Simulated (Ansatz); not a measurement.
# Ba2Tl5V3O12 (P1) in Ansatz: a series of runs

One crystal, Ba2Tl5V3O12, is run at these levels: PBE; tasks: band structure, projected density of states, electric field gradients.

Program: Ansatz 0.2.0. These are calculated values, not measurements. Logs are shortened: lines on timing, memory, paths and dates and some standing lists are left out, and cuts for length are marked.

### Step 1. The crystal as given

The typed cell holds 22 atoms: a = 6.653 Å, b = 8.840 Å, c = 9.892 Å, α = 71.07°, β = 73.99°, γ = 70.69°.

The cell was built by a generator and needn't be a form met in nature.

### Step 2. Band structure, PBE, collinear spin, ferromagnetic start

input.yaml

```yaml
crystal:
  lattice:
    - [6.65272, 0.04946, 0.02017]
    - [2.8607, 8.36464, 0.00384]
    - [2.68279, 2.46936, 9.19569]
  atoms:
    - { symbol: Ba, position: [0.80419, 0.04665, 0.02264] }
    - { symbol: Ba, position: [0.21205, 0.95157, 0.34012] }
    - { symbol: V, position: [0.7454, 0.70796, 0.33582], spin: 2.0 }
    - { symbol: V, position: [0.25963, 0.26599, 0.03225], spin: 2.0 }
    - { symbol: V, position: [0.04074, 0.07695, 0.66106], spin: 2.0 }
    - { symbol: Tl, position: [0.25636, 0.39847, 0.35003] }
    - { symbol: Tl, position: [0.58966, 0.34866, 0.60553] }
    - { symbol: Tl, position: [0.57327, 0.88069, 0.66842] }
    - { symbol: Tl, position: [0.74552, 0.49664, 0.11648] }
    - { symbol: Tl, position: [0.11891, 0.64206, 0.74303] }
    - { symbol: O, position: [0.28433, 0.09717, 0.54175] }
    - { symbol: O, position: [0.8535, 0.49575, 0.34386] }
    - { symbol: O, position: [0.40255, 0.20448, 0.17282] }
    - { symbol: O, position: [0.88414, 0.05377, 0.55967] }
    - { symbol: O, position: [0.14017, 0.47956, 0.98899] }
    - { symbol: O, position: [0.54627, 0.73631, 0.48712] }
    - { symbol: O, position: [0.90594, 0.24279, 0.73262] }
    - { symbol: O, position: [0.61543, 0.80058, 0.18857] }
    - { symbol: O, position: [0.05538, 0.16451, 0.10164] }
    - { symbol: O, position: [0.08209, 0.90404, 0.80708] }
    - { symbol: O, position: [0.44178, 0.20123, 0.89187] }
    - { symbol: O, position: [0.94269, 0.80417, 0.30862] }
hamiltonian:
  xc: pbe
  pseudopotentials: { kind: paw }
magnetization:
  spin_polarized: true
kpoints:
  mp_grid: { grid: [5, 4, 3] }
  band_path:
    path:
      - [[0.0, 0.0, 0.5], [0.0, 0.0, 0.0], [0.5, 0.0, 0.0]]
      - [[0.5, 0.0, 0.5], [0.0, 0.0, 0.0], [0.0, 0.5, 0.0]]
      - [[0.0, 0.5, 0.5], [0.0, 0.0, 0.0], [0.5, 0.5, 0.0]]
      - [[0.5, 0.5, 0.5], [0.0, 0.0, 0.0]]
    npoints: 10
scf:
  occupations: { method: fermi_dirac, width: 0.05 }
  n_extra_bands: 55
output:
  forces: true
  stress: true
  eigenvalues: true
  fatbands: true
```

Potentials or basis: Ansatz PAW.

The run is started by

```
$ ansatz run input.yaml --threads 8 --pin off --max-ram 20480MiB --backend cpu --events-out ev --progress --plain --runs-dir out
```

The program printed:

```text
Warning: RAYON_NUM_THREADS=8 ignored (pool sized by the plan → 8); use --threads N
scf.n_extra_bands = 55 over 98 filled bands (N_el = 196.0): the run solves 153 bands
Engine: ansatz 0.2.0, aarch64-unknown-linux-gnu
Pseudopotentials: kind: paw
Pseudopotential: Ba, paw, valence charge 10, recommended cutoff 420 eV (normal), Ba.paw.azcp
Pseudopotential: V, paw, valence charge 13, recommended cutoff 420 eV (normal), V.paw.azcp
Pseudopotential: Tl, paw, valence charge 13, recommended cutoff 420 eV (normal), Tl.paw.azcp
Pseudopotential: O, paw, valence charge 6, recommended cutoff 420 eV (normal), O.paw.azcp
Functional definition: PBE
  parameter kappa = 0.804
  parameter beta = 0.06672455060314922
  exchange = pbe_x(kappa = kappa, mu = beta*pi^2/3)
  correlation = pbe_c(beta = beta)
Crystal: 22 atoms, lattice volume = 510.044 Å³
Basis set: ecut = 420 eV, 9957 PW (Γ), exchange–correlation on 90×120×144 points (8 copies of the dense FFT grid, shifted against one another)
Bands: 153, of which v1, the nominal top of the filled ones, is band 98 counted from 1 (97 counted from 0)
Symmetry: 1 space group operations
Space group: P1 (ITA 1), of the structure as read, at distance tolerance 8.0e-5 Å
Magnetic group: BNS 1.1 (UNI 1), of the structure as read, at distance tolerance 8.0e-5 Å
k-points: 31 of 60 (time reversal used)
Non-local potential: Ba, projectors of the file, l = 0: 3, l = 1: 2, l = 2: 2, l = 3: 2
Non-local potential: V, projectors of the file, l = 0: 3, l = 1: 2, l = 2: 3, l = 3: 1
[... 42 lines left out ...]
E sigma→0 (E₀):  -84681.899893 eV
Fermi energy:    5.275737 eV
--- Per-component energies (eV) ---
  E_band       = -1564.214710
  E_kinetic    = 5097.989793
  E_local      = -19900.650476  (includes V_loc(G=0)·N_el)
  E_nonlocal   = 2126.514168
  E_hartree    = 8073.182060
  E_xc         = -2767.214980
  E_vxc        = -2605.578788  (∫ρ·V_xc dr)
  E_paw        = -66488.729978  (= ΣΔE_a)
  E_vpaw       = -2428.880368  (= ΣTr[D̂ρ^β])
  E_aug_tail   = 0.029904  (compensation charges beyond the density's cutoff)
  E_ewald      = -10823.020383
  E_smearing   = -0.000000  (= −TS)
  E_closure    = -0.000000  (closes the sum)
  Σ components = -84681.899893   (vs F -84681.899893, Δ=0.00e0)
--- Forces (eV/Å), atoms counted from 1 ---
  atom   1  Ba    -0.00332738    -0.00004217     0.00892156
  atom   2  Ba    -0.00125498    -0.00055621     0.00202023
  atom   3  V      0.00623420    -0.00094215    -0.00395774
  atom   4  V     -0.00584226     0.00448305     0.00756070
  atom   5  V      0.00077250    -0.00052460    -0.00865874
  atom   6  Tl     0.00162746     0.00319042    -0.00112869
[... 14 lines left out ...]
  atom  21  O      0.00118722    -0.00092004    -0.00001972
  atom  22  O     -0.00123338    -0.00078811     0.00072097
  max |Σ_I F_I| component: 2.82e-5 eV/Å
--- Stress (GPa, compression-positive) ---
        0.010503       0.005513       0.006287
        0.005513       0.010136      -0.004703
        0.006287      -0.004703       0.001966
  P = ⅓ Tr σ = 0.0075 GPa (0.075 kbar)
--- Band table (eV; the first three rows and the last of 62) ---
  k-point 0 ↑: bands = ["-59.7378", "-59.7374", "-59.7215", "-33.7295", "-33.7104", "-33.7094", "-33.7082", "-33.6956", "-33.6805", "-33.6686", "-33.6633", "-33.6446", "-21.3587", "-21.3108", "-12.6837", "-12.6360", "-12.6130", "-12.3097", "-12.2745", "-12.2294", "-12.2084", "-12.2008", "-12.1245", "-12.1215", "-11.9991", "-11.9444", "-6.6868", "-6.5546", "-6.5311", "-6.5005", "-6.4409", "-6.3866", "-5.9082", "-5.8814", "-5.8692", "-5.7583", "-5.7488", "-5.6935", "-5.6383", "-5.6258", "-5.5914", "-5.5845", "-5.5748", "-5.5524", "-5.5435", "-5.5353", "-5.5217", "-5.5179", "-5.4958", "-5.4853", "-5.4764", "-5.4569", "-5.4136", "-5.3921", "-5.3716", "-5.3453", "-5.3228", "-1.1751", "-0.8754", "-0.7827", "-0.4316", "-0.2725", "0.7572", "0.8159", "0.8500", "0.9061", "0.9195", "0.9549", "1.0302", "1.0488", "1.0854", "1.1340", "1.1859", "1.2731", "1.4561", "1.5778", "1.6866", "1.8016", "1.8204", "1.8645", "2.0404", "2.0641", "2.0787", "2.2090", "2.2914", "2.4539", "2.5702", "2.7019", "2.8383", "2.8528", "2.9792", "3.0070", "3.0530", "3.1141", "3.1980", "3.2467", "3.5039", "3.8429", "6.9700", "7.2485", "7.2907", "7.4028", "7.4530", "7.5090", "7.5855", "7.7070", "7.9376", "8.0835", "8.2167", "8.3946", "8.4220", "8.5811", "8.6196", "8.7431", "8.8866", "8.8958", "8.9710", "9.0644", "9.1495", "9.2864", "9.4888", "9.7608", "9.9457", "10.1454", "10.2689", "10.3043", "10.4800", "10.7300", "10.7833", "10.9055", "11.0909", "11.2906", "11.4305", "11.5745", "11.9187", "11.9866", "12.2517", "12.4129", "12.5537", "13.0239", "13.0923", "13.2306", "13.6699", "13.7616", "13.8489", "13.9152", "14.0255", "14.0472", "14.0926", "14.1823", "14.2338", "14.3118", "14.3166"]
  k-point 1 ↑: bands = ["-59.7378", "-59.7374", "-59.7215", "-33.7295", "-33.7104", "-33.7094", "-33.7082", "-33.6956", "-33.6805", "-33.6686", "-33.6633", "-33.6446", "-21.3583", "-21.3111", "-12.6832", "-12.6371", "-12.6101", "-12.3065", "-12.2761", "-12.2459", "-12.2062", "-12.1943", "-12.1331", "-12.1094", "-11.9981", "-11.9450", "-6.6855", "-6.5516", "-6.5341", "-6.5023", "-6.4412", "-6.3861", "-5.9081", "-5.8813", "-5.8697", "-5.7586", "-5.7483", "-5.6922", "-5.6381", "-5.6266", "-5.5900", "-5.5837", "-5.5739", "-5.5540", "-5.5440", "-5.5357", "-5.5233", "-5.5169", "-5.4962", "-5.4833", "-5.4777", "-5.4556", "-5.4139", "-5.3942", "-5.3717", "-5.3453", "-5.3225", "-1.1699", "-0.9261", "-0.7213", "-0.4768", "-0.2249", "0.7600", "0.7847", "0.8231", "0.9059", "0.9162", "0.9674", "1.0084", "1.0579", "1.0681", "1.1288", "1.2798", "1.3263", "1.4745", "1.5757", "1.6222", "1.7332", "1.7943", "1.8818", "1.9665", "2.0712", "2.1306", "2.1978", "2.2668", "2.5272", "2.5495", "2.7189", "2.7977", "2.8711", "2.9875", "3.0323", "3.0795", "3.1252", "3.2163", "3.3345", "3.4818", "3.7297", "6.9578", "7.2075", "7.2977", "7.4125", "7.4535", "7.4735", "7.5904", "7.7564", "7.9150", "8.0768", "8.2273", "8.3279", "8.4882", "8.5785", "8.6876", "8.7661", "8.8613", "8.9617", "9.0042", "9.0626", "9.0979", "9.2836", "9.3865", "9.6261", "9.9445", "10.0968", "10.2995", "10.3729", "10.5739", "10.6747", "10.8591", "10.9767", "11.1396", "11.3453", "11.4924", "11.7399", "11.7908", "11.9572", "12.2148", "12.4046", "12.5660", "12.6808", "13.2084", "13.4075", "13.6156", "13.7804", "13.8460", "13.8937", "13.9983", "14.0634", "14.0945", "14.1848", "14.2431", "14.2765", "14.3195"]
  k-point 2 ↑: bands = ["-59.7378", "-59.7374", "-59.7215", "-33.7295", "-33.7104", "-33.7094", "-33.7082", "-33.6956", "-33.6805", "-33.6686", "-33.6633", "-33.6446", "-21.3586", "-21.3108", "-12.6872", "-12.6510", "-12.5939", "-12.3074", "-12.2702", "-12.2393", "-12.2079", "-12.1993", "-12.1250", "-12.1201", "-11.9989", "-11.9448", "-6.6868", "-6.5544", "-6.5313", "-6.4999", "-6.4414", "-6.3872", "-5.9086", "-5.8818", "-5.8688", "-5.7584", "-5.7489", "-5.6938", "-5.6378", "-5.6246", "-5.5909", "-5.5834", "-5.5754", "-5.5528", "-5.5422", "-5.5352", "-5.5232", "-5.5179", "-5.4965", "-5.4853", "-5.4791", "-5.4553", "-5.4139", "-5.3916", "-5.3711", "-5.3452", "-5.3229", "-1.1813", "-0.8624", "-0.7882", "-0.5143", "-0.1417", "0.7231", "0.7788", "0.8408", "0.8705", "0.9088", "0.9493", "1.0121", "1.0811", "1.1408", "1.1656", "1.2112", "1.2523", "1.4624", "1.5544", "1.7175", "1.7575", "1.8111", "1.9185", "2.0015", "2.0693", "2.1001", "2.2183", "2.3220", "2.4333", "2.5736", "2.6328", "2.7408", "2.9274", "2.9812", "3.0246", "3.0686", "3.1037", "3.2074", "3.2554", "3.5110", "3.8299", "6.8935", "7.2311", "7.3343", "7.3657", "7.4134", "7.4860", "7.5341", "7.7070", "8.0055", "8.1203", "8.2538", "8.3175", "8.4667", "8.5410", "8.6799", "8.7938", "8.8479", "8.9119", "8.9950", "9.0548", "9.1362", "9.3143", "9.4824", "9.7765", "9.9553", "10.1250", "10.2460", "10.3902", "10.5241", "10.6954", "10.8265", "10.9884", "11.1673", "11.3313", "11.4649", "11.6513", "11.8274", "12.0985", "12.1933", "12.4190", "12.5415", "12.8881", "13.0076", "13.2960", "13.5987", "13.7397", "13.8229", "13.9121", "14.0380", "14.0719", "14.1490", "14.1826", "14.2549", "14.3119", "14.3614"]
  k-point 30 ↓: bands = ["-59.7378", "-59.7374", "-59.7215", "-33.7295", "-33.7104", "-33.7094", "-33.7082", "-33.6956", "-33.6805", "-33.6686", "-33.6633", "-33.6446", "-21.3531", "-21.3158", "-12.6772", "-12.6674", "-12.6230", "-12.2905", "-12.2712", "-12.2515", "-12.2289", "-12.1955", "-12.1308", "-12.1045", "-11.9755", "-11.9233", "-6.6375", "-6.5919", "-6.5378", "-6.4941", "-6.4356", "-6.4128", "-5.9107", "-5.8865", "-5.8690", "-5.7563", "-5.7501", "-5.6705", "-5.6433", "-5.6226", "-5.6034", "-5.5878", "-5.5752", "-5.5548", "-5.5394", "-5.5299", "-5.5222", "-5.5127", "-5.4941", "-5.4855", "-5.4827", "-5.4596", "-5.4162", "-5.3941", "-5.3696", "-5.3426", "-5.3276", "-1.1660", "-0.9526", "-0.7747", "-0.5482", "-0.2259", "0.6863", "0.7354", "0.7957", "0.8594", "0.9327", "0.9943", "1.0208", "1.0370", "1.1543", "1.1613", "1.3565", "1.4570", "1.5274", "1.5803", "1.6897", "1.7336", "1.8395", "1.8977", "1.9993", "2.0970", "2.1642", "2.2261", "2.3026", "2.4531", "2.5611", "2.7364", "2.7851", "2.8700", "2.9478", "2.9859", "3.0316", "3.1097", "3.2192", "3.3265", "3.4441", "3.6981", "6.8744", "7.1437", "7.2649", "7.3216", "7.3955", "7.4402", "7.5817", "7.7315", "7.8545", "7.9660", "8.1839", "8.4239", "8.5272", "8.6755", "8.7519", "8.7968", "8.8447", "8.9347", "9.0333", "9.0880", "9.1465", "9.2884", "9.5215", "9.6105", "9.8155", "10.1289", "10.3009", "10.5271", "10.6398", "10.8871", "11.0699", "11.1521", "11.3193", "11.4799", "11.5170", "11.6686", "11.9351", "12.0387", "12.1337", "12.2801", "12.4725", "12.8607", "13.0512", "13.2045", "13.4651", "13.5911", "13.6991", "13.8205", "13.9417", "14.0369", "14.0732", "14.1701", "14.2228", "14.3077", "14.3545"]
```

Run time: 15 min. Hardware: 8 threads of Arm Neoverse N1, shared host; peak memory 7.4 GiB.

What came out:

- Free energy: -84681.8999 eV
- Pressure: 0.0 GPa
- Largest force: 0.011 eV/Å
- Band gap on the k mesh: 2.90 eV, indirect (least direct gap 3.01 eV)
- Band gap along the path: 2.89 eV, indirect (least direct gap 3.01 eV)
- Net moment: 0.00 μB per cell
- Absolute moment: 0.00 μB per cell

Forces on the atoms (eV/Å):
```
Ba  -0.003  0.000  0.009
Ba  -0.001 -0.001  0.002
V    0.006 -0.001 -0.004
V   -0.006  0.004  0.008
V    0.001 -0.001 -0.009
Tl   0.002  0.003 -0.001
Tl  -0.001  0.001 -0.003
Tl  -0.001 -0.002 -0.004
Tl  -0.003  0.002  0.001
Tl  -0.001 -0.003  0.000
O   -0.005  0.000  0.006
O    0.000 -0.001  0.002
O    0.002 -0.001 -0.009
O    0.004  0.002  0.004
O    0.003 -0.005  0.000
O    0.002 -0.001  0.002
O    0.001 -0.001  0.000
O   -0.001  0.002 -0.004
O    0.002  0.002 -0.004
O    0.001  0.001  0.003
O    0.001 -0.001  0.000
O   -0.001 -0.001  0.001
```

Levels at the corners of the path, in eV from the valence-band top:
Spin up:
| point | band 96 | band 97 | band 98 | band 99 | band 100 | band 101 |
| --- | --- | --- | --- | --- | --- | --- |
| X | -0.42 | -0.40 | -0.17 | 3.11 | 3.35 | 3.46 |
| Γ | -0.60 | -0.34 | 0.00 | 3.13 | 3.41 | 3.45 |
| Y | -0.49 | -0.36 | -0.22 | 2.93 | 3.35 | 3.48 |
| L | -0.48 | -0.40 | -0.19 | 2.98 | 3.36 | 3.46 |
| Γ | -0.60 | -0.34 | 0.00 | 3.13 | 3.41 | 3.45 |
| Z | -0.60 | -0.32 | -0.02 | 2.99 | 3.34 | 3.45 |
| N | -0.56 | -0.34 | -0.15 | 2.93 | 3.41 | 3.44 |
| Γ | -0.60 | -0.34 | 0.00 | 3.13 | 3.41 | 3.45 |
| M | -0.43 | -0.41 | -0.15 | 2.89 | 3.25 | 3.34 |
| R | -0.48 | -0.43 | -0.09 | 3.21 | 3.28 | 3.33 |
| Γ | -0.60 | -0.34 | 0.00 | 3.13 | 3.41 | 3.45 |
Spin down:
| point | band 94 | band 95 | band 96 | band 97 | band 98 | band 99 | band 100 | band 101 | band 102 | band 103 |
| --- | --- | --- | --- | --- | --- | --- | --- | --- | --- | --- |
| X | -0.71 | -0.62 | -0.42 | -0.40 | -0.17 | 3.11 | 3.35 | 3.46 | 3.60 | 3.61 |
| Γ | -0.73 | -0.64 | -0.60 | -0.34 | 0.00 | 3.13 | 3.41 | 3.45 | 3.56 | 3.61 |
| Y | -0.76 | -0.63 | -0.49 | -0.36 | -0.22 | 2.93 | 3.35 | 3.48 | 3.51 | 3.57 |
| L | -0.75 | -0.60 | -0.48 | -0.40 | -0.19 | 2.98 | 3.36 | 3.46 | 3.48 | 3.56 |
| Γ | -0.73 | -0.64 | -0.60 | -0.34 | 0.00 | 3.13 | 3.41 | 3.45 | 3.56 | 3.61 |
| Z | -0.71 | -0.64 | -0.60 | -0.32 | -0.02 | 2.99 | 3.34 | 3.45 | 3.53 | 3.55 |
| N | -0.71 | -0.64 | -0.56 | -0.34 | -0.15 | 2.93 | 3.41 | 3.44 | 3.52 | 3.54 |
| Γ | -0.73 | -0.64 | -0.60 | -0.34 | 0.00 | 3.13 | 3.41 | 3.45 | 3.56 | 3.61 |
| M | -0.72 | -0.60 | -0.43 | -0.41 | -0.15 | 2.89 | 3.25 | 3.34 | 3.55 | 3.65 |
| R | -0.72 | -0.58 | -0.48 | -0.43 | -0.09 | 3.21 | 3.28 | 3.33 | 3.42 | 3.55 |
| Γ | -0.73 | -0.64 | -0.60 | -0.34 | 0.00 | 3.13 | 3.41 | 3.45 | 3.56 | 3.61 |

Caveat: spin-orbit coupling is left out, which as a rule narrows the gap of such compounds by several tenths of an eV; the starting moments weren't kept.

[end of part 1 of 3]
